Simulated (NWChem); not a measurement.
# KBr (SMILES [K][Br]) at M06-2X/def2-TZVP

What is the electronic atomisation energy of KBr at M06-2X/def2-TZVP? 

The calculation is run with NWChem 7.3.0.

### Step 1. The structure to begin with

The species is KBr (2 atoms), meant as a singlet with charge 0. SMILES: `[K][Br]`. Geometry: relaxed at PBE0-D4/def2-TZVP.

Bond lengths: K1–Br2 2.848 Å.

### Step 2. The energy at M06-2X/def2-TZVP

The input, mymol.nw:

```
START mymol
TITLE "BrK energy"
memory stack 880 mb heap 220 mb global 1100 mb

GEOMETRY units au noautosym nocenter noautoz
 K   2.31869395 -0.86870710  1.15915800
 Br -2.26294703  0.75494559 -1.15141013
END

BASIS spherical bse
 * library def2-TZVP
END

DFT
 xc m06-2x
 grid fine
 convergence energy 1e-08
 iterations 100
 mulliken
 print low
END

TASK dft energy
```

The run is started by

```
$ nwchem mymol.nw > mymol.out
```

The log of the run:

```text
[...]
 d= 0,ls=0.0,diis     1  -3174.1604688609 -3.30D+03  9.23D-03  7.13D-01     3.0
[...]
 d= 0,ls=0.0,diis     8  -3174.1958602468 -4.69D-09  8.92D-07  1.27D-08    12.0
         Total DFT energy =    -3174.195860246760
      One electron energy =    -4658.003924675640
           Coulomb energy =     1485.218945254913
    Exchange-Corr. energy =     -124.969865086674
 Nuclear repulsion energy =      123.558984260641
[...]
      Total Density - Mulliken Population Analysis
     ---------------------------------------------
    Atom       Charge   Shell Charges
 -----------   ------   -------------------------------------------------------
    1 K   19    18.27   2.00  2.00  1.18  0.81  0.10 -0.02  5.99  4.61  1.40  0.08  0.01  0.06  0.06
    2 Br  35    35.73   2.00  2.01  1.13  0.80  0.98  1.02  6.00  5.93  1.29  2.72  1.83  8.99  0.98  0.01  0.02  0.00
[...]
```

Run time: 13 s. Hardware: 1 thread of Intel Xeon 6975P-C (Granite Rapids), shared host; peak memory 0.11 GiB.

### Step 3. The Br atom

The input, geom.nw:

```
echo
start geom
memory stack 880 mb heap 220 mb global 1100 mb

geometry units angstroms noautosym nocenter noautoz
   Br    0.000000    0.000000    0.000000
end

basis spherical bse
   Br library def2-TZVP
end

dft
   xc m06-2x
   mult 2
   grid fine
   convergence energy 1e-08
   iterations 100
   mulliken
   noprint "final vectors analysis"
end

task dft
```

Run the same way, it converges to -2574.15032 Eh (log not shown).

### Step 4. The K atom at the same level

The input, nw.xyz:

```xyz
1
K
K      0.000000     0.000000     0.000000
```

The input, nw.nw:

```
START nw
TITLE "K"
memory total 2200 mb

GEOMETRY units angstrom noautosym nocenter noautoz
  load format xyz nw.xyz
END

BASIS spherical bse
  K library def2-TZVP
END

DFT
  xc m06-2x
  mult 2
  grid fine
  convergence energy 1e-08
  maxiter 100
  mulliken
  noprint "final vectors analysis"
END

TASK dft energy
```

Run the same way, it converges to -599.89839 Eh (log not shown).

### Step 5. Summary of results

Level: M06-2X/def2-TZVP.

| quantity | value |
| --- | --- |
| molecule: total energy | -3174.19586 Eh |
| Br atom: total energy | -2574.15032 Eh |
| Br atom: ⟨S²⟩ | 0.753 |
| K atom: total energy | -599.89839 Eh |
| K atom: ⟨S²⟩ | 0.750 |
| electronic atomisation energy | 4.004 eV |

What this shows: Taking the molecule apart into free atoms costs 4.00 eV (92 kcal/mol), before zero-point energy and without spin-orbit coupling.
